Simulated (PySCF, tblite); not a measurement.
**C5H10BNO: infrared bands and NMR shifts**

Aim: predict the infrared bands and NMR shifts of C5H10BNO (`C=CCB(C)NC=O`).

Programs: tblite 0.8.0 and PySCF 2.14.0, with density-fitted response routines of our own. Each step states its level of theory. These are calculated values for one molecule in the gas phase, unless marked as measured. Atoms are numbered from 0 throughout.

### 1 The starting structure

18 atoms, charge 0, multiplicity 1; geometry from: GFN2-xTB.

Bonds of the start (Å): C0–C1 1.32, C1–C2 1.49, C2–B3 1.60, B3–C4 1.57, B3–N5 1.43, N5–C6 1.37, C6–O7 1.20, C0–H8 1.08, C0–H9 1.08, C1–H10 1.08, C2–H11 1.09, C2–H12 1.09, C4–H13 1.09, C4–H14 1.09, C4–H15 1.09, N5–H16 1.01, C6–H17 1.11.

### 2 Vibrational analysis with GFN2-xTB

The job: settings as JSON, then the geometry in Å.

```
{"job": {"kind": "ir", "xc": "GFN2-xTB", "basis": "xTB"}, "charge": 0, "multiplicity": 1}
C      2.371696     1.425752    -0.738293
C      1.958455     0.385197    -0.034702
C      1.153665    -0.748863    -0.579398
B     -0.421510    -0.590033    -0.371619
C     -1.405794    -1.811576    -0.432854
N     -0.902507     0.737469    -0.170727
C     -2.191571     1.160681    -0.005140
O     -3.170618     0.467552     0.009369
H      2.186167     1.501736    -1.798025
H      2.927571     2.234689    -0.294530
H      2.163297     0.341023     1.027736
H      1.504691    -1.685397    -0.143307
H      1.323222    -0.825234    -1.657616
H     -0.917484    -2.760566    -0.637794
H     -1.950753    -1.909056     0.504505
H     -2.173810    -1.654652    -1.187705
H     -0.208689     1.476457    -0.153541
H     -2.254788     2.261139     0.122464
```

**Question.** This job is followed by: GIAO PBE0/pcSseg-1 NMR shielding, non-relativistic, gas phase. What will the session give for the following? strongest single infrared mode (GFN2-xTB); zero-point energy (GFN2-xTB); ¹³C shifts against TMS (PBE0/pcSseg-1); ¹H shifts against TMS (PBE0/pcSseg-1, means over atoms taken as alike); ¹¹B shifts against BF3·OEt2 (PBE0/pcSseg-1); ¹⁵N shifts against NH3 (PBE0/pcSseg-1); ¹⁷O shifts against H2O (PBE0/pcSseg-1).

**Answer**, as computed:

```
                                                              quantity                                         value
                             strongest single infrared mode (GFN2-xTB)                         1380 cm⁻¹, 474 km/mol
                                          zero-point energy (GFN2-xTB)                                 90.9 kcal/mol
                                ¹³C shifts against TMS (PBE0/pcSseg-1)            166.5, 147.4, 120.9, 35.5, 9.2 ppm
¹H shifts against TMS (PBE0/pcSseg-1, means over atoms taken as alike)  8.70, 7.00, 6.14, 5.44, 5.21, 2.14, 1.05 ppm
                           ¹¹B shifts against BF3·OEt2 (PBE0/pcSseg-1)                                      51.1 ppm
                                ¹⁵N shifts against NH3 (PBE0/pcSseg-1)                                     187.6 ppm
                                ¹⁷O shifts against H2O (PBE0/pcSseg-1)                                     503.3 ppm
```

**Reading.** All 48 modes are real, so the xTB geometry is a minimum. The strongest single mode, at 1380 cm⁻¹, is spread over many atoms; the largest shares are those of N5, H16. GFN2-xTB is a fitted tight-binding method: band positions and strengths are rough. Its intensities can rank the bands wrongly. C6 (amide carbonyl carbon) lies farthest downfield among carbon, at 166.5 ppm; it is a carbonyl in resonance with an O or N lone pair, the region of acids, esters and amides. At PBE0/pcSseg-1: Shielding is most anisotropic at O7 (span 884 ppm, paramagnetic term -566 ppm).
